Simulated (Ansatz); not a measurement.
Relaxation of a periodic cell of 17 atoms, FeSi16 (host Si, host structure diamond, interstitial Fe), to a largest force component of 0.03 eV/Å in at most 60 steps.

Level of theory: DFT r2SCAN, scalar-relativistic, plane waves, PAW (Ansatz 0.2.0). Settings: PAW set soft_1, cutoff 500 eV, k mesh 2x2x2, gaussian smearing 0.05 eV, spin collinear.

```xyz
17
Lattice="0.0000 5.4300 5.4300 5.4300 0.0000 5.4300 5.4300 5.4300 0.0000" Properties=species:S:1:pos:R:3:forces:R:3
Si 0.000 0.000 0.000 -0.12 0.06 -0.12
Si 1.357 1.357 1.357 0.00 -0.20 0.01
Si 2.715 2.715 0.000 0.10 -0.18 -0.11
Si 4.072 4.072 1.357 0.29 0.06 -0.02
Si 2.715 0.000 2.715 0.11 0.07 0.11
Si 4.072 1.357 4.072 0.00 0.01 0.00
Si 5.430 2.715 2.715 -0.12 -0.16 0.11
Si 6.787 4.072 4.072 0.02 0.06 -0.27
Si 0.000 2.715 2.715 -0.07 -0.13 0.06
Si 1.357 4.072 4.072 -0.02 0.05 0.26
Si 2.715 5.430 2.715 0.44 0.28 0.44
Si 4.072 6.787 4.072 0.00 0.06 0.00
Si 2.715 2.715 5.430 0.10 -0.16 -0.12
Si 4.072 4.072 6.787 -0.24 0.05 0.02
Si 5.430 5.430 5.430 -0.37 0.20 -0.37
Si 6.787 6.787 6.787 0.01 0.37 0.00
Fe 6.808 4.163 6.788 -0.12 -0.44 -0.03
```

Task: Where does it end, and by what steps?

Result: The forces met the threshold. The force dipped under the threshold on the way, but the program's further checks kept it going. Limits of this set-up: coarse k mesh, a small cell, in which the defect meets its images, a typed lattice constant that wasn't relaxed here. After 14 steps the energy has fallen by 0.056 eV; Si11 moved furthest, 0.06 Å.

| step | energy less start (eV) | largest force component (eV/Å) | accepted |
| --- | --- | --- | --- |
| 0 | 0.0000 | 0.444 | yes |
| 1 | -0.0418 | 0.294 | yes |
| 2 | -0.0535 | 0.096 | yes |
| 3 | -0.0526 | 0.059 | no |
| 4 | -0.0550 | 0.019 | yes |
| 5 | -0.0551 | 0.005 | yes |
| 6 | -0.0551 | 0.003 | yes |
| 7 | -0.0552 | 0.009 | yes |
| 8 | -0.0552 | 0.015 | yes |
| 9 | -0.0554 | 0.024 | yes |
| 10 | -0.0558 | 0.031 | yes |
| 11 | -0.0558 | 0.018 | yes |
| 12 | -0.0558 | 0.018 | yes |
| 13 | -0.0560 | 0.004 | yes |
| 14 | -0.0560 | 0.002 | yes |

```xyz
17
Lattice="0.0000 5.4300 5.4300 5.4300 0.0000 5.4300 5.4300 5.4300 0.0000" Properties=species:S:1:pos:R:3
Si -0.012 0.000 -0.013
Si 1.353 1.339 1.351
Si 2.707 2.720 -0.004
Si 4.083 4.088 1.373
Si 2.715 0.005 2.714
Si 4.069 1.352 4.067
Si 5.417 2.697 2.710
Si 6.778 4.070 4.042
Si -0.003 2.720 2.705
Si 1.374 4.088 4.082
Si 2.754 5.462 2.753
Si 4.097 6.829 4.096
Si 2.712 2.697 5.416
Si 4.044 4.071 6.777
Si 5.415 5.424 5.414
Si 6.798 6.788 6.797
Fe 6.806 4.113 6.805
```

Whether the end is a true minimum wasn't checked by a vibrational analysis.

Time of the run: 3 min on 4 threads of AMD EPYC 9R45 96-Core Processor (Zen 5), with other jobs on the host, peak memory 2.1 GiB.
